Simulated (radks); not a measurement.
**Rb⁴⁺ in [Ar] 3d10 4s2 4p3: an all-electron calculation**

The task here is to estimate one member of a computed series from the others.

Method: Dirac Kohn-Sham, PBE, spin-unpolarised, spherical densities, point nucleus; open shells fill j = l - 1/2 first. Code: radks (a radial shooting solver on a logarithmic mesh, Libxc functionals) version 1.

## The atom as given

| Item | Value |
| --- | --- |
| element | rubidium (Z = 37) |
| charge | +4 |
| electrons | 33 |
| configuration | [Ar] 3d10 4s2 4p3 |

Set-up of the first run:

Settings of this run:

```text
Z 37
configuration [Ar] 3d10 4s2 4p3 5s0 4d0 5p0 4f0
relativity Dirac
functional pbe,pbe
spin unpolarised
j_filling energy
nucleus point
c 137.035999084
```

One table of the session follows, with a row left open; its other results are not shown here.

It belongs to the step «Orbitals and density». Radial moments (bohr):

```
level      <r>  outermost maximum (interpolated)  90 % within  nodes
1s1/2  0.04029                            0.0263       0.0721      0
2s1/2   0.1775                             0.150        0.275      1
2p1/2   0.1522                             0.117        0.249      0
2p3/2   0.1563                             0.121        0.255      0
3s1/2   0.5099                             0.451        0.757      2
3p1/2   0.5109                             0.440        0.777      1
3p3/2   0.5212                             0.449        0.793      1
3d3/2   0.5205                             0.391        0.847      0
3d5/2   0.5242                             0.394        0.852      0
4s1/2    1.361                              1.22         1.97      3
4p1/2    1.502                              1.33         2.20      2
4p3/2        ?                                 ?            ?      ?
4d3/2    1.985                              1.70         2.98      1
4d5/2    1.992                              1.71         2.99      1
5s1/2    2.968                              2.84         4.19      4
5p1/2    3.310                              3.17         4.69      3
```

**Question.** Estimate the row for 4p3/2.

**Answer.** <r>: 1.526; outermost maximum (interpolated): 1.35; 90 % within: 2.24; nodes: 2. In the column «<r>» it lies between 4p1/2 (1.502) and 4d3/2 (1.985).

Caveats from the session: Spin polarisation and multiplet splitting are left out.
